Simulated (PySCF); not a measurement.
**The bond of NaGa+, level by level**

Aim: find the lowest electronic state of NaGa+, scan its bond at several levels of theory, and get bond length, wavenumber and dissociation energy from each curve.

Computed with PySCF 2.14.0. Level: Na aug-pcseg-1, Ga aug-pcseg-1, no relativity.

### 1 Set-up

The job is set up so:

| Quantity | Value |
| --- | --- |
| atoms | Na, Ga |
| charge | 1 |
| basis | Na aug-pcseg-1, Ga aug-pcseg-1 |
| Hamiltonian | no relativity |
| basis functions | 50 |
| electrons treated | 41 |
| masses in u | 22.9898, 68.9256 |
| levels | PBE0, PBE, r²SCAN, TPSS, PW91, MN15, HF, MP2, SCS-MP2, CCSD, CCSD(T) |
| grid | 80 radial by 434 angular points |
| occupations | held fixed by the projection of orbital angular momentum |
| dissociation limit | Na+ + Ga, each in its ground configuration |
| starting distance in angstrom | 2.880 |
| values of 2S to try | 1, 3 |

Launch:

```
> OMP_NUM_THREADS=1 python dia.py task.json out
```

Further steps of the session: The PBE0 curve of the state that the search chose; Other states along the same grid; PBE (GGA); r²SCAN; TPSS (meta-GGA); PW91 (GGA); MN15; UHF (mean field); Adding correlation.

**Question.** What will these runs give? Wanted: for each run, Re; ωe; De; μ.

**Answer**, as computed:

Lowest PBE0 solution found, without spin–orbit coupling: ²Σ⁺ (doublet), unpaired electrons σ ↑. State 2 has its PBE0 minimum 0.92 eV higher. State 3 has its PBE0 minimum 4.90 eV higher. The other levels ran on the lowest alone.

| level | Re (Å) | ωe (cm⁻¹) | De (eV) | μ (D) |
| --- | --- | --- | --- | --- |
| UHF | 3.494 | 104.9 | 0.81 | -8.24 |
| UHF-MP2 | 3.493 | 104.8 | 0.80 | n/a |
| UHF-SCS-MP2 | 3.501 | 104.6 | 0.80 | n/a |
| UHF-CCSD | 3.499 | 105.3 | 0.80 | n/a |
| UHF-CCSD(T) | 3.498 | 105.4 | 0.80 | n/a |
| PBE | 3.484 | 95.0 | 1.03 | -6.84 |
| PW91 | 3.467 | 96.6 | 1.05 | -6.87 |
| TPSS | 3.481 | 97.3 | 0.98 | -7.29 |
| r²SCAN | 3.448 | 102.3 | 0.90 | -7.62 |
| PBE0 | 3.434 | 102.1 | 0.96 | -7.23 |
| MN15 | 3.353 | 114.5 | 0.79 | -7.78 |

De is counted to Na+ + Ga in their ground configurations. A positive dipole points from Na to Ga; in an ion it is taken about the centre of mass and does not tell which atom is negative.

Bond lengths run from 3.353 Å (MN15) to 3.501 Å (UHF-SCS-MP2). CCSD(T) can't serve as the judge here: for a weak bond in this basis it is far from its limit. Of the levels with a De here, MN15 gives the least (0.79 eV) and PW91 the most (1.05 eV).

Correlated steps freeze 10 core orbitals.
